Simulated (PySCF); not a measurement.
# GeH4O2 (SMILES [OH][GeH2][OH]): levels of theory compared

Wanted: a comparison of 5 runs (HF/STO-3G, HF/3-21G, HF/pcseg-1, B3LYP/6-31G*, SVWN5/pcseg-1) of GeH4O2. 

Program for the calculation: PySCF 2.14.0.

## 1. The structure to begin with

The species is GeH4O2 (7 atoms), meant as a singlet with charge 0. As SMILES, `[OH][GeH2][OH]`. Geometry: relaxed at PBE0-D4/def2-TZVP. This is one conformer, not always the lowest.

Bond lengths: O1–Ge2 1.776 Å, Ge2–O3 1.773 Å, O1–H4 0.959 Å, Ge2–H5 1.543 Å, Ge2–H6 1.525 Å, O3–H7 0.959 Å. Angles: O1–Ge2–O3 110.8°, O1–Ge2–H5 108.6°, O1–Ge2–H6 106.6°, O3–Ge2–H5 109.7°, O3–Ge2–H6 104.9°, Ge2–O1–H4 113.3°, Ge2–O3–H7 113.6°, H5–Ge2–H6 116.1°.

## 2. Energy and gradient at HF/STO-3G (run 1)

job.py reads:

```python
import pyscf.grad
from pyscf import gto

mol = gto.Mole()
mol.atom = '''
O   -1.491300  -0.416000  -0.173900
Ge   0.023500   0.377000   0.305300
O    1.347400  -0.798900   0.400600
H   -1.634900  -0.418700  -1.122100
H    0.363400   1.460500  -0.739100
H   -0.172500   0.863100   1.737300
H    1.625600  -1.135200  -0.453800
'''
mol.max_memory = 1860
mol.basis = 'sto-3g'
mol.verbose = 4
mol.build()

hf = mol.RHF()
hf.conv_tol = 1e-10
hf.kernel()
if not hf.converged:
    hf = hf.newton().run(hf.mo_coeff, hf.mo_occ)

e_tot = hf.e_tot
print('E = %.10f Eh' % e_tot)
grad = hf.Gradients().kernel()
hf.analyze()
```

Started as:

```
OMP_NUM_THREADS=1 python job.py
```

The log of the run:

```text
PySCF version 2.14.0

[... 79 lines left out ...]
One-electron Energy =                -3527.557184252342722
[... 8 lines left out ...]
MO #4   energy= -45.49998380798    occ= 2
[... 6 lines left out ...]
MO #11  energy= -4.56070942344618  occ= 2
[... 6 lines left out ...]
MO #18  energy= -0.69877946261564  occ= 2
[... 6 lines left out ...]
MO #25  energy= -0.335743920941774 occ= 2
[... 6 lines left out ...]
MO #32  energy= 0.740594127534972  occ= 0
[... 42 lines left out ...]
Dipole moment(X, Y, Z, Debye):  0.33095,  1.10561, -2.07196
```

Wall time 3.9 s (1 thread of Intel Xeon at 2.50GHz (Skylake/Cascade Lake), shared host); peak memory 0.12 GiB.

## 3. Energy and gradient at HF/3-21G (run 2)

job.py reads:

```python
# [OH][GeH2][OH]
from pyscf import gto

molecule = gto.M(
    atom='''
O   -1.491300  -0.416000  -0.173900
Ge   0.023500   0.377000   0.305300
O    1.347400  -0.798900   0.400600
H   -1.634900  -0.418700  -1.122100
H    0.363400   1.460500  -0.739100
H   -0.172500   0.863100   1.737300
H    1.625600  -1.135200  -0.453800
''',
    max_memory=1860,
    basis='3-21g',
    verbose=4,
)

mf = molecule.RHF()
mf.conv_tol = 1e-10
mf.kernel()
if not mf.converged:
    mf = mf.newton().run(mf.mo_coeff, mf.mo_occ)

etot = mf.e_tot
print('Final energy', etot)
grad = mf.nuc_grad_method().kernel()
dip = mf.dip_moment()
pop, q = mf.mulliken_pop()
```

Started as:

```
OMP_NUM_THREADS=1 python job.py
```

The log of the run:

```text
PySCF version 2.14.0

[... 61 lines left out ...]
converged SCF energy = -2216.60623237506
Final energy -2216.606232375062
[... 13 lines left out ...]
Dipole moment(X, Y, Z, Debye):  0.46078,  1.29338, -3.28025
[... 56 lines left out ...]
charge of    6H =      0.38701
```

It took 4.5 s on 1 thread of Intel Xeon at 2.50GHz (Skylake/Cascade Lake), shared host; peak memory 0.12 GiB.

Runs 3 to 4 aren't shown in full; the table further down has their settings and results.

## 4. Energy and forces at SVWN5/pcseg-1 (run 5)

calc.py reads:

```python
from pyscf import gto, dft

mol = gto.M(
    atom='''
O     -1.491300    -0.416000    -0.173900
Ge     0.023500     0.377000     0.305300
O      1.347400    -0.798900     0.400600
H     -1.634900    -0.418700    -1.122100
H      0.363400     1.460500    -0.739100
H     -0.172500     0.863100     1.737300
H      1.625600    -1.135200    -0.453800
''',
    max_memory=1860,
    charge=0,
    basis='pcseg-1',
    verbose=3,
)

calc0 = dft.RKS(mol)
calc0.xc = 'svwn'
calc0.grids.level = 5
calc0.conv_tol = 1e-10
calc0.kernel()
if not calc0.converged:
    calc0 = calc0.newton().run(calc0.mo_coeff, calc0.mo_occ)

e_final = calc0.e_tot
print('E = %.10f Eh' % e_final)
grad = calc0.nuc_grad_method().kernel()
calc0.analyze()
```

Started as:

```
OMP_NUM_THREADS=1 python calc.py
```

The log of the run:

```text
converged SCF energy = -2225.39395705273
[... 21 lines left out ...]
MO #10  energy= -4.20589376322192  occ= 2
[... 12 lines left out ...]
MO #23  energy= -0.308235289535239 occ= 2
[... 12 lines left out ...]
MO #36  energy= 0.299154747813239  occ= 0
[... 12 lines left out ...]
MO #49  energy= 0.908763948934076  occ= 0
[... 12 lines left out ...]
MO #62  energy= 2.1026924059542    occ= 0
[... 12 lines left out ...]
MO #75  energy= 3.42801124082708   occ= 0
[... 8 lines left out ...]
Dipole moment(X, Y, Z, Debye):  0.32479,  0.86464, -2.51838
```

It took 28 s on 1 thread of Intel Xeon at 2.50GHz (Skylake/Cascade Lake), shared host; peak memory 0.41 GiB.

## 5. Overview of the runs

```csv
run,level,integration grid,energy (Eh),dipole moment (D),HOMO energy (eV),LUMO energy (eV),wall time
1,HF/STO-3G,–,-2201.772125,2.37,-9.03,11.72,3.9 s
2,HF/3-21G,–,-2216.606232,3.56,-12.31,4.73,4.5 s
3,HF/pcseg-1,–,-2227.133175,3.02,-12.69,3.66,18 s
4,B3LYP/6-31G* (spherical functions),5,-2229.628285,2.81,-8.09,0.40,37 s
5,SVWN5/pcseg-1,5,-2225.393957,2.68,-7.09,-0.59,28 s
```

## 6. Summary of results

| quantity | value |
| --- | --- |
| run 5: total energy | -2225.39396 Eh |
| run 5: dipole moment | 2.68 D |
| run 5: HOMO energy | -7.09 eV |
| run 5: LUMO energy | -0.59 eV |
| run 5: HOMO–LUMO gap | 6.51 eV |
| run 5: largest force on an atom | 0.966 eV/Å |

The dipole moment (its size) runs from 2.37 D (HF/STO-3G) to 3.56 D (HF/3-21G). The HOMO–LUMO gap runs from 6.51 eV (SVWN5/pcseg-1) to 20.76 eV (HF/STO-3G). The two ends differ in method and basis. Totals of different functionals can't be ranked against each other. In run 1 the basis is minimal, so the values are rough. All runs together took 92 s, the longest 37 s.
